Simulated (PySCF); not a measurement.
# A diatomic session: KHg

What are the lowest state that PBE0 finds, the bond length, vibrational wavenumber and bond energy of KHg, and how much do these hang on the method?

The runs use PySCF 2.14.0; K def2-SVP, Hg def2-SVP with ECP60, scalar-relativistic core potentials.

1 further run of the same task is left out (it didn't finish).

**1. The job**

The job is set up so:

- atoms: K, Hg
- charge: 0
- basis: K def2-SVP, Hg def2-SVP with ECP60
- Hamiltonian: scalar-relativistic core potentials
- basis functions: 56
- electrons treated: 39
- masses in u: 38.9637, 201.9706
- levels: PBE0, PBE, r²SCAN, BP86, PBEsol, CAM-B3LYP, HF, MP2, SCS-MP2
- grid: 80 radial by 434 angular points
- occupations: held fixed by the projection of orbital angular momentum
- dissociation limit: K + Hg, each in its ground configuration
- starting distance in angstrom: 3.320
- values of 2S to try: 1, 3

Command:

```bash
$ OMP_NUM_THREADS=1 python dia.py task.json out
```

The job searches for the state first and then visits each distance with every level. Its results follow level by level.

**2. Search for the lowest state**

At the starting distance of 3.320 Å the search finds these solutions (others can lie among them):

| 2Ms+1 | unpaired | term | E (eV) | ⟨S²⟩ | ⟨Lz²⟩ | μ (D) |
| --- | --- | --- | --- | --- | --- | --- |
| 2 | σ ↑ | ²Σ⁺ | 0.00 | 0.75 | 0.00 | 0.42 |
| 2 | π ↑ | ²Π | 1.07 | 0.75 | 1.00 | -5.06 |
| 4 | σ ↑↑, π ↑ | ⁴Π | 5.06 | 3.75 | 1.01 | -3.96 |
| 4 | σ ↑↑↑ | ⁴Σ⁺ | 5.78 | 3.75 | 0.00 | 3.83 |
| 4 | σ ↑, π ↑↑ | ⁴Σ⁻ | 5.81 | 3.75 | 0.00 | -8.06 |
| 4 | σ ↑, π ↑↑ | not assigned | 7.37 | 3.75 | 2.01 | 1.64 |

6 of 10 solutions are listed, lowest first. Solutions whose top level lies above zero are left out, so the zero of the table need not be the lowest of all.

A term symbol stands only where ⟨S²⟩ and ⟨Lz²⟩ are near those of a pure state. A positive dipole means K(−)Hg(+).

The most promising solutions are followed along the bond (rough minima from three points):

| 2Ms+1 | unpaired | R at minimum (Å) | energy at minimum (eV) |
| --- | --- | --- | --- |
| 2 | σ ↑ | 4.11 | 0.00 |
| 2 | π ↑ | not bracketed | ≤ 1.17 |
| 4 | σ ↑↑, π ↑ | 3.70 | 5.09 |

The search made 10 SCF attempts at the starting distance; with the short scans it took 11 s of wall time (1 thread of Arm Neoverse V2, shared host).

**3. PBE0 along the bond**

State followed: ²Σ⁺ (doublet), unpaired electrons σ ↑. The scan is laid around 4.107 Å.

Output of the SCF at 4.107 Å:

```text
******** <class 'pyscf.dft.uks_symm.SymAdaptedUKS'> ********
method = SymAdaptedUKS
initial guess = minao
damping factor = 0
level_shift factor = 0
DIIS = <class 'pyscf.scf.diis.CDIIS'>
diis_start_cycle = 1
diis_space = 10
diis_damp = 0
SCF conv_tol = 1e-09
SCF conv_tol_grad = None
SCF max_cycles = 60
direct_scf = False
max_memory 909 MB (current use 340 MB)
number electrons alpha = 20  beta = 19
XC library pyscf.dft.libxc version 7.0.0
    S. Lehtola, C. Steigemann, M. J.T. Oliveira, and M. A.L. Marques.,  SoftwareX 7, 1–5 (2018)
XC functionals = PBE0
    C. Adamo and V. Barone.,  J. Chem. Phys. 110, 6158 (1999)
    M. Ernzerhof and G. E. Scuseria.,  J. Chem. Phys. 110, 5029 (1999)
small_rho_cutoff = 0
Overwritten attributes  get_j get_jk get_hcore get_occ get_k  of <class 'pyscf.dft.uks_symm.SymAdaptedUKS'>
<class 'pyscf.dft.uks_symm.SymAdaptedUKS'> does not have attributes  refdm
Set gradient conv threshold to 3.16228e-05
init E= -753.17513861179
cycle= 1 E= -753.1740415126  delta_E= 0.0011  |g|= 0.000641  |ddm|= 0.018
cycle= 2 E= -753.174042092313  delta_E= -5.8e-07  |g|= 0.000664  |ddm|= 0.00396
cycle= 3 E= -753.174042305037  delta_E= -2.13e-07  |g|= 9.77e-05  |ddm|= 0.0011
cycle= 4 E= -753.1740423395  delta_E= -3.45e-08  |g|= 5.33e-05  |ddm|= 0.000834
cycle= 5 E= -753.174042345091  delta_E= -5.59e-09  |g|= 2.45e-05  |ddm|= 0.000365
cycle= 6 E= -753.174042345478  delta_E= -3.87e-10  |g|= 6.07e-06  |ddm|= 5.7e-05
Extra cycle  E= -753.174042345507  delta_E= -2.89e-11  |g|= 5.27e-06  |ddm|= 2.36e-05
converged SCF energy = -753.174042345507  <S^2> = 0.75023717  2S+1 = 2.0002372
```

The curve and what changes along it:

| R (Å) | E (eV) | μ (D) | Mulliken charge of K (e) | Mayer bond order | ⟨S²⟩ | HOMO (eV) | LUMO (eV) |
| --- | --- | --- | --- | --- | --- | --- | --- |
| 3.5320 | 0.0380 | 0.12 | 0.08 | 0.33 | 0.75 | -2.88 | -1.26 |
| 3.6963 | 0.0153 | -0.06 | 0.06 | 0.29 | 0.75 | -2.91 | -1.28 |
| 3.8606 | 0.0042 | -0.20 | 0.05 | 0.25 | 0.75 | -2.93 | -1.29 |
| 3.9838 | 0.0007 | -0.28 | 0.04 | 0.23 | 0.75 | -2.94 | -1.30 |
| 4.1070 | 0.0000 | -0.35 | 0.04 | 0.20 | 0.75 | -2.96 | -1.31 |
| 4.2302 | 0.0012 | -0.40 | 0.03 | 0.17 | 0.75 | -2.97 | -1.31 |
| 4.3945 | 0.0045 | -0.44 | 0.03 | 0.15 | 0.75 | -2.98 | -1.31 |
| 4.5998 | 0.0103 | -0.46 | 0.03 | 0.11 | 0.75 | -2.99 | -1.31 |
| 4.8463 | 0.0179 | -0.45 | 0.02 | 0.09 | 0.75 | -3.00 | -1.29 |
| 5.1748 | 0.0274 | -0.41 | 0.02 | 0.06 | 0.75 | -3.00 | -1.26 |

Fit: Re = 4.084 Å, ωe = 33.1 cm⁻¹, Be = 0.03095 cm⁻¹, De = 0.056 eV, μ = -0.34 D.

Orbitals nearest the gap at 4.107 Å:

| spin | orbital | ε (eV) | filled | made of |
| --- | --- | --- | --- | --- |
| α | π | -11.75 | yes | Hg d 100 % |
| α | δ | -11.74 | yes | Hg d 100 % |
| α | δ | -11.74 | yes | Hg d 100 % |
| β | δ | -11.74 | yes | Hg d 100 % |
| β | δ | -11.74 | yes | Hg d 100 % |
| β | π | -11.74 | yes | Hg d 100 % |
| β | π | -11.74 | yes | Hg d 100 % |
| α | σ | -7.67 | yes | Hg s 97 % |
| β | σ | -7.57 | yes | Hg s 98 % |
| α | σ | -2.96 | yes | K s 92 % |
| β | σ | -1.31 | no | K s 76 %, Hg p 22 % |
| α | σ | -0.72 | no | K p 45 %, Hg p 44 %, K s 11 % |
| α | π | -0.61 | no | K p 59 %, Hg p 41 % |
| β | π | -0.29 | no | Hg p 79 %, K p 19 % |

Polarisability there: 433.8 bohr³ along the bond, 282.4 across it. Without diffuse functions these come out too small, above all across the bond.

**4. Orbitals, density and potential**

The fields below are evaluated on a grid from the run's orbitals.

Frontier orbitals at PBE0 (alpha spin), with the share of their density that lies nearest to each atom:

| orbital | energy (eV) | lies on |
| --- | --- | --- |
| HOMO | -2.96 | K1 86 %; Hg2 14 % |
| LUMO | -0.72 | Hg2 54 %; K1 46 % |

ELF in a plane through or near 2 of the atoms.

Values, 10 rows by 14 columns:
```
0.20 0.68 0.85 0.87 0.83 0.79 0.66 0.16 0.02 0.02 0.04 0.03 0.01 0.00
0.61 0.89 0.75 0.35 0.25 0.38 0.50 0.16 0.08 0.24 0.29 0.24 0.09 0.01
0.81 0.79 0.30 0.09 0.10 0.10 0.19 0.15 0.22 0.33 0.34 0.34 0.24 0.04
0.89 0.41 0.10 0.57 0.74 0.26 0.06 0.17 0.33 0.38 0.41 0.35 0.35 0.13
0.88 0.20 0.25 0.86 0.38 0.74 0.06 0.20 0.35 0.71 0.66 0.43 0.36 0.21
0.88 0.18 0.31 0.77 0.67 0.80 0.08 0.20 0.35 0.72 0.09 0.48 0.36 0.23
0.89 0.27 0.15 0.82 0.86 0.56 0.05 0.19 0.34 0.53 0.64 0.37 0.36 0.18
0.87 0.61 0.13 0.20 0.34 0.10 0.09 0.16 0.29 0.34 0.35 0.34 0.32 0.08
0.76 0.84 0.45 0.12 0.10 0.16 0.28 0.15 0.17 0.32 0.33 0.33 0.19 0.03
0.40 0.83 0.87 0.71 0.61 0.65 0.66 0.18 0.03 0.09 0.15 0.11 0.03 0.00
```
The map spans 9.3 Å across and 5.2 Å up, centred on the molecule. Atoms in the plane (x, y in Å): K1 (-2.1, 0.0), Hg2 (2.1, 0.0).

On the surface of density 0.002 e/bohr³ the electrostatic potential runs, from the 1st to the 99th percentile, from 0.13 to 2.27 V.

The spin density lies nearest to K1 85 %; Hg2 15 %.

Core electrons inside the core potentials are missing from the density.

**5. Excited determinants**

State 2: ²Π (doublet), unpaired electrons π ↑, an excited solution.

The SCF at the reference distance, 4.107 Å, printed:

```text
[... 13 set-up lines left out, the same as in an earlier log ...]
max_memory 909 MB (current use 399 MB)
[... 8 set-up lines left out, the same as in an earlier log ...]
init E= -753.124757123151
cycle= 1 E= -753.122855286992  delta_E= 0.0019  |g|= 0.00108  |ddm|= 0.0195
cycle= 2 E= -753.122857479171  delta_E= -2.19e-06  |g|= 0.00118  |ddm|= 0.00928
cycle= 3 E= -753.12285828273  delta_E= -8.04e-07  |g|= 0.000197  |ddm|= 0.00241
cycle= 4 E= -753.122858411827  delta_E= -1.29e-07  |g|= 8.26e-05  |ddm|= 0.00205
cycle= 5 E= -753.122858418312  delta_E= -6.48e-09  |g|= 5e-05  |ddm|= 0.000318
cycle= 6 E= -753.122858419807  delta_E= -1.5e-09  |g|= 8.62e-06  |ddm|= 0.000178
cycle= 7 E= -753.122858419855  delta_E= -4.87e-11  |g|= 1.48e-06  |ddm|= 2.3e-05
Extra cycle  E= -753.122858419858  delta_E= -2.96e-12  |g|= 1.35e-06  |ddm|= 7.13e-06
converged SCF energy = -753.122858419858  <S^2> = 0.75037591  2S+1 = 2.0003759
```

No constants are quoted: the lowest point is the short end of the scan.

State 3: ⁴Π (quartet), unpaired electrons σ ↑↑, π ↑, an excited solution.

The SCF at the reference distance, 4.107 Å, printed:

```text
[... 14 set-up lines left out, the same as in an earlier log ...]
number electrons alpha = 21  beta = 18
[... 7 set-up lines left out, the same as in an earlier log ...]
init E= -752.987147666299
cycle= 1 E= -752.985562758742  delta_E= 0.00158  |g|= 0.00204  |ddm|= 0.022
cycle= 2 E= -752.985565768505  delta_E= -3.01e-06  |g|= 0.002  |ddm|= 0.00854
cycle= 3 E= -752.985567408855  delta_E= -1.64e-06  |g|= 0.000227  |ddm|= 0.00244
cycle= 4 E= -752.98556774351  delta_E= -3.35e-07  |g|= 7.98e-05  |ddm|= 0.00255
cycle= 5 E= -752.985567828146  delta_E= -8.46e-08  |g|= 4.34e-05  |ddm|= 0.00172
cycle= 6 E= -752.985567836688  delta_E= -8.54e-09  |g|= 1.55e-05  |ddm|= 0.000547
cycle= 7 E= -752.985567837184  delta_E= -4.96e-10  |g|= 5.42e-06  |ddm|= 0.000128
Extra cycle  E= -752.985567837223  delta_E= -3.87e-11  |g|= 4.64e-06  |ddm|= 3.2e-05
converged SCF energy = -752.985567837223  <S^2> = 3.7523139  2S+1 = 4.0011568
```

Re = 3.699 Å, ωe = 72.3 cm⁻¹, Be = 0.03771 cm⁻¹, μ = -4.24 D. Its minimum lies 5.09 eV above that of the lowest state.

Energy (eV) from the lowest point of the lowest state:

| R (Å) | lowest | state 2 | state 3 |
| --- | --- | --- | --- |
| 3.532 | 0.038 | 1.217 | 5.101 |
| 3.696 | 0.015 | 1.267 | 5.091 |
| 3.861 | 0.004 | 1.319 | 5.098 |
| 3.984 | 0.001 | 1.357 | 5.111 |
| 4.107 | 0.000 | 1.393 | 5.129 |
| 4.230 | 0.001 | 1.426 | 5.149 |
| 4.394 | 0.005 | 1.466 | 5.178 |
| 4.600 | 0.010 | 1.509 | 5.215 |
| 4.846 | 0.018 | 1.550 | 5.256 |
| 5.175 | 0.027 | 1.588 | 5.303 |

**6. PBE (GGA)**

The SCF at the reference distance, 4.107 Å, printed:

```text
[... 17 set-up lines left out, the same as in an earlier log ...]
XC functionals = PBE
    J. P. Perdew, K. Burke, and M. Ernzerhof.,  Phys. Rev. Lett. 77, 3865 (1996)
    J. P. Perdew, K. Burke, and M. Ernzerhof.,  Phys. Rev. Lett. 78, 1396 (1997)
    J. P. Perdew, K. Burke, and M. Ernzerhof.,  Phys. Rev. Lett. 77, 3865 (1996)
    J. P. Perdew, K. Burke, and M. Ernzerhof.,  Phys. Rev. Lett. 78, 1396 (1997)
[... 2 set-up lines left out, the same as in an earlier log ...]
init E= -753.16596197314
cycle= 1 E= -753.166921190679  delta_E= -0.000959  |g|= 0.0219  |ddm|= 0.135
cycle= 2 E= -753.166788186089  delta_E= 0.000133  |g|= 0.0281  |ddm|= 0.0779
cycle= 3 E= -753.167136506461  delta_E= -0.000348  |g|= 0.000845  |ddm|= 0.0461
cycle= 4 E= -753.16713733767  delta_E= -8.31e-07  |g|= 0.000273  |ddm|= 0.00452
cycle= 5 E= -753.167137360501  delta_E= -2.28e-08  |g|= 0.000143  |ddm|= 0.000558
cycle= 6 E= -753.167137371191  delta_E= -1.07e-08  |g|= 2.07e-05  |ddm|= 0.00035
cycle= 7 E= -753.167137371504  delta_E= -3.13e-10  |g|= 7.36e-06  |ddm|= 9.02e-05
Extra cycle  E= -753.167137371495  delta_E= 8.53e-12  |g|= 1.09e-05  |ddm|= 6.55e-05
converged SCF energy = -753.167137371495  <S^2> = 0.75010157  2S+1 = 2.0001016
```

Re = 3.977 Å, ωe = 39.0 cm⁻¹, ωexe = 0.576 cm⁻¹, αe = 0.000536 cm⁻¹, Be = 0.03264 cm⁻¹, De = 0.080 eV, μ = -0.48 D.

**7. r²SCAN (meta-GGA)**

Log of the SCF at 4.107 Å:

```text
[... 17 set-up lines left out, the same as in an earlier log ...]
XC functionals = R2SCAN
    J. W. Furness, A. D. Kaplan, J. Ning, J. P. Perdew, and J. Sun.,  J. Phys. Chem. Lett. 11, 8208-8215 (2020)
    J. W. Furness, A. D. Kaplan, J. Ning, J. P. Perdew, and J. Sun.,  J. Phys. Chem. Lett. 11, 9248-9248 (2020)
    J. W. Furness, A. D. Kaplan, J. Ning, J. P. Perdew, and J. Sun.,  J. Phys. Chem. Lett. 11, 8208-8215 (2020)
    J. W. Furness, A. D. Kaplan, J. Ning, J. P. Perdew, and J. Sun.,  J. Phys. Chem. Lett. 11, 9248-9248 (2020)
[... 2 set-up lines left out, the same as in an earlier log ...]
init E= -753.377530350946
cycle= 1 E= -753.378031856603  delta_E= -0.000502  |g|= 0.00431  |ddm|= 0.155
cycle= 2 E= -753.378036397744  delta_E= -4.54e-06  |g|= 0.00571  |ddm|= 0.033
cycle= 3 E= -753.378054212173  delta_E= -1.78e-05  |g|= 0.000514  |ddm|= 0.0118
cycle= 4 E= -753.378054593559  delta_E= -3.81e-07  |g|= 0.000266  |ddm|= 0.00318
cycle= 5 E= -753.378054661868  delta_E= -6.83e-08  |g|= 0.000124  |ddm|= 0.000865
cycle= 6 E= -753.378054675078  delta_E= -1.32e-08  |g|= 4.82e-05  |ddm|= 0.000316
cycle= 7 E= -753.378054678168  delta_E= -3.09e-09  |g|= 1.04e-05  |ddm|= 0.000207
cycle= 8 E= -753.37805467837  delta_E= -2.02e-10  |g|= 1.63e-06  |ddm|= 7.11e-05
Extra cycle  E= -753.378054678372  delta_E= -1.59e-12  |g|= 1.52e-06  |ddm|= 8.98e-06
converged SCF energy = -753.378054678372  <S^2> = 0.75103372  2S+1 = 2.0010335
```

Re = 3.955 Å, ωe = 37.7 cm⁻¹, ωexe = 0.714 cm⁻¹, αe = 0.000634 cm⁻¹, Be = 0.03300 cm⁻¹, De = 0.080 eV, μ = -0.41 D.

**8. BP86**

The SCF at the reference distance, 4.107 Å, printed:

```text
[... 13 set-up lines left out, the same as in an earlier log ...]
max_memory 909 MB (current use 400 MB)
[... 3 set-up lines left out, the same as in an earlier log ...]
XC functionals = B88,P86
    A. D. Becke.,  Phys. Rev. A 38, 3098 (1988)
    J. P. Perdew.,  Phys. Rev. B 33, 8822 (1986)
[... 2 set-up lines left out, the same as in an earlier log ...]
init E= -753.54449014855
cycle= 1 E= -753.54586706833  delta_E= -0.00138  |g|= 0.0253  |ddm|= 0.185
cycle= 2 E= -753.545701341831  delta_E= 0.000166  |g|= 0.0322  |ddm|= 0.0876
cycle= 3 E= -753.546153025185  delta_E= -0.000452  |g|= 0.00107  |ddm|= 0.0508
cycle= 4 E= -753.546154493862  delta_E= -1.47e-06  |g|= 0.000264  |ddm|= 0.00563
cycle= 5 E= -753.546154511363  delta_E= -1.75e-08  |g|= 0.000163  |ddm|= 0.00075
cycle= 6 E= -753.546154526351  delta_E= -1.5e-08  |g|= 2.71e-05  |ddm|= 0.000423
cycle= 7 E= -753.546154526853  delta_E= -5.02e-10  |g|= 6.78e-06  |ddm|= 0.000119
Extra cycle  E= -753.546154526853  delta_E= -5.68e-13  |g|= 9.8e-06  |ddm|= 6.16e-05
converged SCF energy = -753.546154526853  <S^2> = 0.75019324  2S+1 = 2.0001932
```

Re = 3.998 Å, ωe = 37.3 cm⁻¹, ωexe = 0.590 cm⁻¹, αe = 0.000560 cm⁻¹, Be = 0.03229 cm⁻¹, De = 0.061 eV, μ = -0.60 D.

**9. PBEsol (GGA)**

Log of the SCF at 4.107 Å:

```text
[... 17 set-up lines left out, the same as in an earlier log ...]
XC functionals = PBEsol
    J. P. Perdew, A. Ruzsinszky, G. I. Csonka, O. A. Vydrov, G. E. Scuseria, L. A. Constantin, X. Zhou, and K. Burke.,  Phys. Rev. Lett. 100, 136406 (2008)
    J. P. Perdew, A. Ruzsinszky, G. I. Csonka, O. A. Vydrov, G. E. Scuseria, L. A. Constantin, X. Zhou, and K. Burke.,  Phys. Rev. Lett. 100, 136406 (2008)
[... 2 set-up lines left out, the same as in an earlier log ...]
init E= -752.187666776626
cycle= 1 E= -752.188706846919  delta_E= -0.00104  |g|= 0.0442  |ddm|= 0.161
cycle= 2 E= -752.188213245836  delta_E= 0.000494  |g|= 0.055  |ddm|= 0.144
cycle= 3 E= -752.189533692285  delta_E= -0.00132  |g|= 0.00212  |ddm|= 0.0897
cycle= 4 E= -752.189538639622  delta_E= -4.95e-06  |g|= 0.000343  |ddm|= 0.00854
cycle= 5 E= -752.189538789406  delta_E= -1.5e-07  |g|= 0.000217  |ddm|= 0.00228
cycle= 6 E= -752.18953880976  delta_E= -2.04e-08  |g|= 3.3e-05  |ddm|= 0.000408
cycle= 7 E= -752.189538810566  delta_E= -8.06e-10  |g|= 5.05e-06  |ddm|= 0.000115
Extra cycle  E= -752.189538810574  delta_E= -8.07e-12  |g|= 6.96e-06  |ddm|= 3.04e-05
converged SCF energy = -752.189538810574  <S^2> = 0.75015144  2S+1 = 2.0001514
```

Re = 3.857 Å, ωe = 43.6 cm⁻¹, ωexe = 0.544 cm⁻¹, αe = 0.000506 cm⁻¹, Be = 0.03470 cm⁻¹, De = 0.102 eV, μ = -0.61 D. 4.6 s of CPU time for 12 points, integrals apart.

**10. CAM-B3LYP (range-separated hybrid)**

Output of the SCF at 4.107 Å:

```text
[... 17 set-up lines left out, the same as in an earlier log ...]
XC functionals = CAMB3LYP
    T. Yanai, D. P. Tew, and N. C. Handy.,  Chem. Phys. Lett. 393, 51 (2004)
[... 2 set-up lines left out, the same as in an earlier log ...]
init E= -753.324785502411
cycle= 1 E= -753.3250471088  delta_E= -0.000262  |g|= 0.00479  |ddm|= 0.0988
cycle= 2 E= -753.325061381337  delta_E= -1.43e-05  |g|= 0.00374  |ddm|= 0.0309
cycle= 3 E= -753.325067986264  delta_E= -6.6e-06  |g|= 0.000396  |ddm|= 0.00879
cycle= 4 E= -753.325068878398  delta_E= -8.92e-07  |g|= 7.65e-05  |ddm|= 0.0105
cycle= 5 E= -753.325068909732  delta_E= -3.13e-08  |g|= 1.64e-05  |ddm|= 0.00169
cycle= 6 E= -753.325068911252  delta_E= -1.52e-09  |g|= 7.15e-06  |ddm|= 0.000156
cycle= 7 E= -753.32506891152  delta_E= -2.68e-10  |g|= 2.51e-06  |ddm|= 9.03e-05
Extra cycle  E= -753.325068911548  delta_E= -2.77e-11  |g|= 1.49e-06  |ddm|= 3.1e-05
converged SCF energy = -753.325068911548  <S^2> = 0.75040612  2S+1 = 2.0004061
```

Re = 4.169 Å, ωe = 27.1 cm⁻¹, Be = 0.02970 cm⁻¹, De = 0.031 eV, μ = -0.22 D. 12 s of CPU time for 12 points, integrals apart.

**11. UHF (mean field)**

Log of the SCF at 4.107 Å:

```text
******** <class 'pyscf.scf.uhf_symm.SymAdaptedUHF'> ********
method = SymAdaptedUHF
[... 11 set-up lines left out, the same as in an earlier log ...]
max_memory 909 MB (current use 411 MB)
[... 1 set-up line left out, the same as in an earlier log ...]
Overwritten attributes  get_j get_jk get_hcore get_occ get_k  of <class 'pyscf.scf.uhf_symm.SymAdaptedUHF'>
<class 'pyscf.scf.uhf_symm.SymAdaptedUHF'> does not have attributes  refdm
[... 1 set-up line left out, the same as in an earlier log ...]
init E= -751.615415279778
cycle= 1 E= -751.624442558904  delta_E= -0.00903  |g|= 0.0282  |ddm|= 0.394
cycle= 2 E= -751.625233816766  delta_E= -0.000791  |g|= 0.00783  |ddm|= 0.143
cycle= 3 E= -751.625381705638  delta_E= -0.000148  |g|= 0.00325  |ddm|= 0.0631
cycle= 4 E= -751.625414472533  delta_E= -3.28e-05  |g|= 0.00147  |ddm|= 0.0277
cycle= 5 E= -751.625433199913  delta_E= -1.87e-05  |g|= 0.000705  |ddm|= 0.0254
cycle= 6 E= -751.625438845516  delta_E= -5.65e-06  |g|= 0.000277  |ddm|= 0.0171
cycle= 7 E= -751.625439140038  delta_E= -2.95e-07  |g|= 8.06e-05  |ddm|= 0.0031
cycle= 8 E= -751.625439193264  delta_E= -5.32e-08  |g|= 2.48e-05  |ddm|= 0.00166
cycle= 9 E= -751.625439197336  delta_E= -4.07e-09  |g|= 1.24e-05  |ddm|= 0.000531
cycle= 10 E= -751.625439198367  delta_E= -1.03e-09  |g|= 5.8e-06  |ddm|= 0.000148
cycle= 11 E= -751.625439198638  delta_E= -2.71e-10  |g|= 2.06e-06  |ddm|= 7.85e-05
Extra cycle  E= -751.625439198654  delta_E= -1.6e-11  |g|= 1.41e-06  |ddm|= 1.15e-05
converged SCF energy = -751.625439198654  <S^2> = 0.7512709  2S+1 = 2.0012705
```

No constants are quoted: no minimum is bracketed among the points kept. 1.9 s of CPU time for 12 points, integrals apart.

**12. Correlated methods on the Hartree–Fock reference**

Reference: UHF; core orbitals frozen: 5.

Correlation energy (eV) along the bond:

| R (Å) | MP2 | SCS-MP2 |
| --- | --- | --- |
| 3.532 | -11.568 | -10.384 |
| 3.696 | -11.546 | -10.366 |
| 3.861 | -11.527 | -10.350 |
| 3.984 | -11.514 | -10.339 |
| 4.107 | -11.502 | -10.329 |
| 4.230 | -11.490 | -10.320 |
| 4.394 | -11.477 | -10.309 |
| 4.600 | -11.463 | -10.297 |
| 4.846 | -11.448 | -10.285 |
| 5.175 | -11.433 | -10.273 |

UHF-MP2: Re = 4.175 Å, ωe = 28.8 cm⁻¹, Be = 0.02960 cm⁻¹, De = 0.044 eV.

UHF-SCS-MP2: Re = 4.367 Å, ωe = 21.8 cm⁻¹, Be = 0.02706 cm⁻¹, De = 0.027 eV.

**13. All curves**

Energy (eV) from each level's lowest point:

| R (Å) | UHF | UHF-MP2 | UHF-SCS-MP2 | PBE | PBEsol | BP86 | r²SCAN | PBE0 | CAM-B3LYP |
| --- | --- | --- | --- | --- | --- | --- | --- | --- | --- |
| 3.532 | 0.163 | 0.046 | 0.060 | 0.030 | 0.017 | 0.031 | 0.025 | 0.038 | 0.040 |
| 3.696 | 0.116 | 0.021 | 0.031 | 0.010 | 0.003 | 0.011 | 0.008 | 0.015 | 0.018 |
| 3.861 | 0.083 | 0.007 | 0.014 | 0.001 | 0.000 | 0.002 | 0.001 | 0.004 | 0.006 |
| 3.984 | 0.065 | 0.002 | 0.007 | 0.000 | 0.002 | 0.000 | 0.000 | 0.001 | 0.002 |
| 4.107 | 0.051 | 0.000 | 0.003 | 0.001 | 0.006 | 0.001 | 0.002 | 0.000 | 0.000 |
| 4.230 | 0.040 | 0.000 | 0.001 | 0.005 | 0.011 | 0.004 | 0.005 | 0.001 | 0.000 |
| 4.394 | 0.028 | 0.002 | 0.000 | 0.010 | 0.019 | 0.009 | 0.010 | 0.005 | 0.002 |
| 4.600 | 0.017 | 0.005 | 0.001 | 0.019 | 0.031 | 0.016 | 0.018 | 0.010 | 0.005 |
| 4.846 | 0.008 | 0.011 | 0.004 | 0.030 | 0.044 | 0.026 | 0.027 | 0.018 | 0.010 |
| 5.175 | 0.000 | 0.017 | 0.008 | 0.042 | 0.060 | 0.037 | 0.038 | 0.027 | 0.015 |

The whole job (state search and all levels along the bond) took 2.6 min on 1 thread of Arm Neoverse V2 (shared host), peak memory 0.83 GiB.

**14. Constants by level of theory**

Lowest PBE0 solution found, without spin–orbit coupling: ²Σ⁺ (doublet), unpaired electrons σ ↑. State 3 has its PBE0 minimum 5.09 eV higher. The other levels ran on the lowest alone.

| level | Re (Å) | ωe (cm⁻¹) | De (eV) | μ (D) |
| --- | --- | --- | --- | --- |
| UHF-MP2 | 4.175 | 28.8 | 0.044 | n/a |
| UHF-SCS-MP2 | 4.367 | 21.8 | 0.027 | n/a |
| PBE | 3.977 | 39.0 | 0.080 | -0.48 |
| PBEsol | 3.857 | 43.6 | 0.102 | -0.61 |
| BP86 | 3.998 | 37.3 | 0.061 | -0.60 |
| r²SCAN | 3.955 | 37.7 | 0.080 | -0.41 |
| PBE0 | 4.084 | 33.1 | 0.056 | -0.34 |
| CAM-B3LYP | 4.169 | 27.1 | 0.031 | -0.22 |

De is counted to K + Hg in their ground configurations. A positive dipole means K(−)Hg(+). No constants: UHF (no minimum is bracketed among the points kept).

Time per point (s) on 1 thread of Arm Neoverse V2, shared host (CPU time, shared integrals of 0.12 s apart; correlated levels include their reference); the times are rough: UHF-MP2 0.32, UHF-SCS-MP2 0.32, PBE 0.58, PBEsol 0.38, BP86 0.38, r²SCAN 0.86, PBE0 0.93, CAM-B3LYP 0.96.

The methods spread over 0.511 Å in bond length, from PBEsol to UHF-SCS-MP2. Of the levels with a De here, UHF-SCS-MP2 gives the least (0.027 eV) and PBEsol the most (0.102 eV).

Correlated steps freeze 5 core orbitals. Spin–orbit coupling is left out. The bond is weak, and basis-set superposition, which was not computed, may be a sizeable part of it. With spin–orbit coupling the term label itself may not hold.
